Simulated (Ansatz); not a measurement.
# C₂H₅BF radical: one species, many methods

The task here is to estimate one member of a computed series from the others.

Method: functionals in def2-TZVPP, the program's frozen cores in correlated methods; program: Ansatz 0.2.0, Gaussian basis.

Plan: LDA (SPW92), PBE-D4, revPBE-D4, BLYP-D4, r2SCAN-D4, B97M-V, PBE0-D4, B3LYP-D4, r2SCANh-D4, r2SCAN0-D4, HSE06-D4, BHLYP-D4, CAM-B3LYP-D4, LC-ωPBE, ωB97X-V, ωB97M-V, B2PLYP, PBE-QIDH; CCSD(T)/def2-SVP; CCSD(T)/def2-TZVPP; MP2/def2-QZVPP; extrapolation to the limit; RPA on PBE.

## The relaxed structure

All runs share one geometry, relaxed beforehand with PBE0-D4 in a triple-zeta def2 set.

SMILES `[CH2]B(C)F`, 9 atoms, charge 0, spin multiplicity 2.

Atoms are counted from 1 here; the program's logs count them from 0.

Bond lengths: C1–B2 1.535 Å, C1–H5 1.086 Å, C1–H6 1.085 Å, B2–C3 1.563 Å, B2–F4 1.342 Å, C3–H7 1.091 Å, C3–H8 1.096 Å, C3–H9 1.095 Å. Angles: B2–C1–H5 122.2°, B2–C1–H6 122.7°, H5–C1–H6 115.1°, C1–B2–C3 125.8°, C1–B2–F4 116.8°, C3–B2–F4 117.4°, B2–C3–H7 114.0°, B2–C3–H8 109.9°, B2–C3–H9 110.2°, H7–C3–H8 108.3°, H7–C3–H9 108.5°, H8–C3–H9 105.7°.

Coordinates:

```xyz
9
C2H5BF
C    -0.6045    1.1455   -0.8337
B     0.2017   -0.1154   -0.4922
C     0.3241   -0.7654    0.9239
F     0.8591   -0.7054   -1.5023
H    -0.6480    1.5503   -1.8410
H    -1.1713    1.6981   -0.0912
H    -0.2502   -0.2538    1.6970
H     1.3749   -0.7880    1.2344
H     0.0028   -1.8121    0.8880
```

Set-up of the first run:

The input, in.yaml:

```yaml
crystal:
  periodic: [false, false, false]
  atoms:
    - {symbol: C, position_ang: [-0.604479, 1.145499, -0.833749]}
    - {symbol: B, position_ang: [0.201742, -0.115374, -0.492177]}
    - {symbol: C, position_ang: [0.324116, -0.765418, 0.923930]}
    - {symbol: F, position_ang: [0.859077, -0.705397, -1.502308]}
    - {symbol: H, position_ang: [-0.647960, 1.550309, -1.840976]}
    - {symbol: H, position_ang: [-1.171313, 1.698053, -0.091209]}
    - {symbol: H, position_ang: [-0.250231, -0.253848, 1.697020]}
    - {symbol: H, position_ang: [1.374865, -0.788019, 1.234420]}
    - {symbol: H, position_ang: [0.002781, -1.812107, 0.887951]}
basis:
  gaussian: {orbitals: def2-TZVPP}
magnetization: {spin_polarized: true, initial_magnetization: 1}
hamiltonian: {xc: lda}
output: {orbitals: {seedname: orbitals}}
```

Launch:

```sh
$ ansatz run in.yaml --threads 4 --pin off --events-out ev --progress --plain --max-ram 10444MiB
```

Among the steps run: LDA; PBE-D4 (GGA); revPBE-D4 (GGA); BLYP-D4 (GGA); r2SCAN-D4 (meta-GGA); B97M-V (meta-GGA); B3LYP-D4 (hybrid); r2SCANh-D4 (hybrid); r2SCAN0-D4 (hybrid); HSE06-D4 (hybrid); BHLYP-D4 (hybrid); CAM-B3LYP-D4 (range-separated); LC-ωPBE (range-separated); ωB97X-V (range-separated); ωB97M-V (range-separated); B2PLYP (double hybrid); PBE-QIDH (double hybrid).

One of the session's tables, all rows but one given; the rest of the session is left out.

It belongs to the step «Frontier levels by functional». 

| functional | HOMO (eV) | LUMO (eV) | gap (eV) |
| --- | --- | --- | --- |
| LDA (SPW92) | -6.30 | -4.92 | 1.39 |
| PBE-D4 | -6.29 | -4.35 | 1.94 |
| revPBE-D4 | -6.24 | -4.19 | 2.05 |
| BLYP-D4 | -6.06 | -4.36 | 1.70 |
| r2SCAN-D4 | -6.73 | -3.76 | 2.97 |
| B97M-V | ? | ? | ? |
| PBE0-D4 | -7.64 | -3.11 | 4.52 |
| B3LYP-D4 | -7.28 | -3.57 | 3.71 |
| r2SCANh-D4 | -7.23 | -3.35 | 3.89 |
| r2SCAN0-D4 | -7.98 | -2.73 | 5.25 |
| HSE06-D4 | -7.23 | -3.51 | 3.72 |
| BHLYP-D4 | -8.75 | -2.02 | 6.73 |
| CAM-B3LYP-D4 | -8.94 | -2.08 | 6.86 |
| LC-ωPBE | -10.51 | -0.52 | 9.99 |
| ωB97X-V | -9.87 | -1.03 | 8.84 |
| ωB97M-V | -9.68 | -1.18 | 8.50 |

**Question.** Estimate the row for B97M-V.

As computed: HOMO (eV): -6.50; LUMO (eV): -4.09; gap (eV): 2.41. In the column «HOMO (eV)» it lies between r2SCAN-D4 (-6.73) and LDA (SPW92) (-6.30).
